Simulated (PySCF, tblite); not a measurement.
# C₆H₉N₂ radical: geometry, infrared bands and EPR parameters

Aim: predict the infrared bands and EPR parameters of C₆H₉N₂ radical (`NC1=C[C@@H](N)[CH]C=C1`).

Programs: tblite 0.8.0 and PySCF 2.14.0, with density-fitted response routines of our own. Each step states its level of theory. These are calculated values for one molecule in the gas phase, unless marked as measured. Atoms are numbered from 0 throughout.

## 1. Starting geometry

17 atoms, charge 0, multiplicity 2; geometry from: force field or distance geometry start.

Bonds of the start (Å): N0–C1 1.44, C1–C2 1.30, C2–C3 1.48, C3–N4 1.49, C3–C5 1.47, C5–C6 1.47, C6–C7 1.31, C7–C1 1.45, N0–H8 1.05, N0–H9 1.05, C2–H10 1.09, C3–H11 1.12, N4–H12 1.05, N4–H13 1.05, C5–H14 1.13, C6–H15 1.10, C7–H16 1.08.

## 2. Optimising the geometry with GFN2-xTB

Job settings and geometry (Å):

```
{"job": {"kind": "relax", "xc": "GFN2-xTB", "basis": "xTB"}, "charge": 0, "multiplicity": 2}
N      2.345100    -0.984100     0.409300
C      1.123400    -0.274700     0.148500
C      0.064400    -0.844000    -0.340700
C     -1.222600    -0.166700    -0.636700
N     -2.247400    -0.840100     0.210700
C     -1.306000     1.265800    -0.319300
C     -0.050800     1.789300     0.233100
C      1.065700     1.139000     0.471200
H      3.227700    -0.408900     0.399800
H      2.363800    -2.012200     0.603200
H      0.119100    -1.906500    -0.573000
H     -1.517500    -0.332600    -1.701600
H     -1.892700    -0.981100     1.187500
H     -2.496900    -1.770100    -0.205300
H     -1.459400     1.820400    -1.291100
H     -0.039200     2.853500     0.505000
H      1.916100     1.665100     0.889600
```

On the command line:

```bash
$ OMP_NUM_THREADS=1 python probes_run.py task.json out
```

The driver reads the jobs from task.json and runs them one after another.

**Question.** This job is followed by: GFN2-xTB harmonic vibrations, gas phase; UKS B3LYP, pcH-1 on C H N, non-relativistic, mean-field spin-orbit, GIAO. What will the session give for the following? strongest single infrared mode (GFN2-xTB); zero-point energy (GFN2-xTB); g(iso) (B3LYP); ⟨S²⟩; largest a(iso) (averaged by class); potential on the surface of density 0.002 e/bohr³, 1st and 99th percentile.

As calculated:

```
                                                                  quantity                 value
                                 strongest single infrared mode (GFN2-xTB)  623 cm⁻¹, 274 km/mol
                                              zero-point energy (GFN2-xTB)         87.0 kcal/mol
                                                            g(iso) (B3LYP)               2.00242
                                                                      ⟨S²⟩    0.785 (exact 0.75)
                                        largest a(iso) (averaged by class)  1H on H11, 109.7 MHz
potential on the surface of density 0.002 e/bohr³, 1st and 99th percentile    -1.78 V and 1.76 V
```

Over 62 steps the energy fell by 1.807 eV; of the close pairs, C5–C6 changed most, 1.468 to 1.356 Å. No mode is imaginary among the 45: a minimum at this level. The strongest single mode, at 623 cm⁻¹, is spread over several atoms, H9, H8, N0 among them. GFN2-xTB is a fitted tight-binding method: band positions and strengths are rough. Its intensities can rank the bands wrongly. The largest spin populations lie on C7 (0.55 e), C5 (0.44 e), C2 (0.43 e). The isotropic g lies 0.1 ppt above the free-electron value. These values are for one conformer; the search (at its own cheap level) found 1 more, at 0.10 kcal/mol, and measured spectra average over such forms.
